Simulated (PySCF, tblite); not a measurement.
# C4H9FSi: geometry, infrared bands and NMR shifts

Aim: predict the infrared bands and NMR shifts of C4H9FSi (`C/C([SiH3])=C\CF`).

The runs use tblite 0.8.0 and PySCF 2.14.0, with density-fitted response routines of our own; the level of theory stands in each step. All values are computed, except where a source is named. Atoms are numbered from 0 throughout.

## Step 1: The molecule as given

15 atoms, charge 0, multiplicity 1; geometry from: force field or distance geometry start.

Bonds of the start (Å): C0–C1 1.50, C1–Si2 1.90, C1–C3 1.35, C3–C4 1.50, C4–F5 1.36, C0–H6 1.09, C0–H7 1.10, C0–H8 1.09, Si2–H9 1.48, Si2–H10 1.48, Si2–H11 1.48, C3–H12 1.09, C4–H13 1.10, C4–H14 1.10.

## Step 2: Relaxing the molecule with GFN2-xTB

The job: settings as JSON, then the geometry in Å.

```
{"job": {"kind": "relax", "xc": "GFN2-xTB", "basis": "xTB"}, "charge": 0, "multiplicity": 1}
C      0.242600     1.505400     0.355900
C      0.340700     0.063100    -0.047900
Si     2.122000    -0.514200    -0.348700
C     -0.694100    -0.786400    -0.183600
C     -2.146600    -0.526600     0.075400
F     -2.704300    -1.587600     0.713900
H      0.687300     1.680900     1.336500
H     -0.796200     1.857000     0.415300
H      0.739400     2.151700    -0.372200
H      2.113600    -1.940200    -0.753700
H      2.695900     0.313800    -1.438200
H      2.905100    -0.337600     0.889100
H     -0.512900    -1.824700    -0.464100
H     -2.667700    -0.412400    -0.886400
H     -2.329400     0.365900     0.686700
```

On the command line:

```
$ OMP_NUM_THREADS=1 python probes_run.py task.json out
```

The driver reads the jobs from task.json and runs them one after another.

**Question.** This job is followed by: GFN2-xTB harmonic vibrations, gas phase; GIAO PBE0/pcSseg-1 NMR shielding, non-relativistic, gas phase. What will the session give for the following? strongest single infrared mode (GFN2-xTB); zero-point energy (GFN2-xTB); 13C shifts against TMS (PBE0/pcSseg-1); 1H shifts against TMS (PBE0/pcSseg-1, means over atoms taken as alike); 29Si shifts against TMS (PBE0/pcSseg-1); 19F shifts against CFCl3 (PBE0/pcSseg-1).

The runs gave:

```
                                                              quantity                         value
                             strongest single infrared mode (GFN2-xTB)          797 cm⁻¹, 439 km/mol
                                          zero-point energy (GFN2-xTB)                 70.3 kcal/mol
                                13C shifts against TMS (PBE0/pcSseg-1)  151.0, 136.4, 86.3, 20.5 ppm
1H shifts against TMS (PBE0/pcSseg-1, means over atoms taken as alike)    6.47, 5.64, 4.14, 1.81 ppm
                               29Si shifts against TMS (PBE0/pcSseg-1)                     -65.3 ppm
                              19F shifts against CFCl3 (PBE0/pcSseg-1)                    -260.3 ppm
```

Over 72 steps the energy fell by 0.078 eV; of the close pairs, Si2–H9 changed most, 1.482 to 1.461 Å. The lowest mode is imaginary (40i cm⁻¹), so the xTB geometry is not a minimum. The strongest single mode, at 797 cm⁻¹, is spread over several atoms, H10, H11, H9, Si2 among them. Unscaled tight-binding wavenumbers are off by several per cent, some by more. Its intensities can rank the bands wrongly. H12 (hydrogen on an alkene CH) lies farthest downfield among hydrogen, at 6.47 ppm; olefinic region. At PBE0/pcSseg-1: Shielding is most anisotropic at C1 (span 230 ppm, paramagnetic term -213 ppm).
